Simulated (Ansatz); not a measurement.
A nudged elastic band was laid between two geometries of a periodic cell of 17 atoms, Si$_{16}$Ge (host Si, host structure diamond, interstitial Ge).

Computed with DFT r2SCAN, scalar-relativistic, plane waves, PAW in Ansatz 0.2.0. Settings: PAW set soft_1, cutoff 500 eV, k mesh 2x2x2, gaussian smearing 0.05 eV, no spin polarisation.

| Quantity | Value |
| --- | --- |
| movable images | 7 |
| climbing image | yes |
| spring | 5.0 eV/Å² |
| optimiser | quadratic models (default) |
| start path | straight line |
| force threshold | 0.03 eV/Å |
| iteration limit | 9 |
| end points | relaxed |

Initial state:

```xyz
17
Lattice="0.0000 5.4300 5.4300 5.4300 0.0000 5.4300 5.4300 5.4300 0.0000" Properties=species:S:1:pos:R:3
Si -0.002 -0.006 0.007
Si 1.362 1.357 1.313
Si 2.724 2.721 0.007
Si 4.077 4.073 1.359
Si 2.755 -0.037 2.679
Si 4.123 1.358 4.074
Si 5.428 2.721 2.710
Si 6.792 4.027 4.073
Si -0.032 2.751 2.680
Si 1.362 4.119 4.074
Si 2.724 5.424 2.710
Si 4.030 6.788 4.074
Si 2.756 2.753 5.469
Si 4.079 4.073 6.789
Si 5.397 5.394 5.467
Si 6.792 6.788 6.834
Ge 6.792 6.788 4.074
```

Final state:

```xyz
17
Lattice="0.0000 5.4300 5.4300 5.4300 0.0000 5.4300 5.4300 5.4300 0.0000" Properties=species:S:1:pos:R:3
Si 0.001 0.007 -0.001
Si 1.322 1.325 1.321
Si 2.716 2.719 -0.046
Si 4.111 4.113 1.319
Si 2.716 -0.043 2.715
Si 4.109 1.325 4.108
Si 5.477 2.719 2.714
Si 6.782 4.081 4.078
Si -0.045 2.719 2.715
Si 1.321 4.112 4.109
Si 2.716 5.480 2.714
Si 4.079 6.785 4.078
Si 2.715 2.719 5.475
Si 4.079 4.081 6.781
Si 5.431 5.433 5.430
Si 6.782 6.785 6.781
Ge 8.146 8.151 2.714
```

What changes between the two ends?

Contacts lost: Si15–Ge17. Contacts made: Si4–Ge17. The atom that moves furthest is Ge17, by 2.35 Å; four of its nearest neighbours are Si9 2.41, Si13 2.41, Si15 2.41, Si5 2.42 Å at the first end and Si4 2.41, Si10 2.41, Si2 2.42, Si6 2.42 Å at the last.

Give the energies along the band, and the barrier.

The run converged. The highest image is number 5 of 0 to 8, 0.35 eV above the ends, which have the same energy within 2 meV. Beside the main top the profile has a ripple of under 15 meV (maxima at images 3, 5), which may be a very shallow well or noise. The order of the stationary point at the top wasn't checked. Limits of this set-up: coarse k mesh, a small cell, in which the defect meets its images.

```csv
image,path coordinate (Å),energy (eV),Si15–Ge17 (Å),Si4–Ge17 (Å)
0,0.00,0.00,2.41,4.70
1,0.41,0.07,2.46,4.36
2,0.83,0.29,2.57,3.98
3,1.24,0.35,2.86,3.55
4,1.65,0.34,3.26,3.10
5,2.07,0.35,3.71,2.73
6,2.44,0.24,4.07,2.53
7,2.82,0.06,4.40,2.45
8,3.20,0.00,4.70,2.41
```

What is the geometry of the highest image?


```xyz
17
Lattice="0.0000 5.4300 5.4300 5.4300 0.0000 5.4300 5.4300 5.4300 0.0000" Properties=species:S:1:pos:R:3
Si -0.218 -0.217 0.220
Si 1.255 1.255 1.167
Si 2.664 2.665 -0.067
Si 3.844 3.844 1.589
Si 2.782 -0.048 2.650
Si 4.265 1.255 4.177
Si 5.499 2.665 2.768
Si 6.842 4.094 4.020
Si -0.048 2.782 2.650
Si 1.255 4.266 4.177
Si 2.664 5.500 2.768
Si 4.094 6.843 4.020
Si 2.782 2.782 5.481
Si 4.201 4.201 6.662
Si 5.553 5.553 5.310
Si 6.842 6.843 6.769
Ge 7.696 7.697 3.166
```

Time of the run: 23 min on 2 threads of Arm Neoverse V1, with other jobs on the host, peak memory 2.9 GiB.
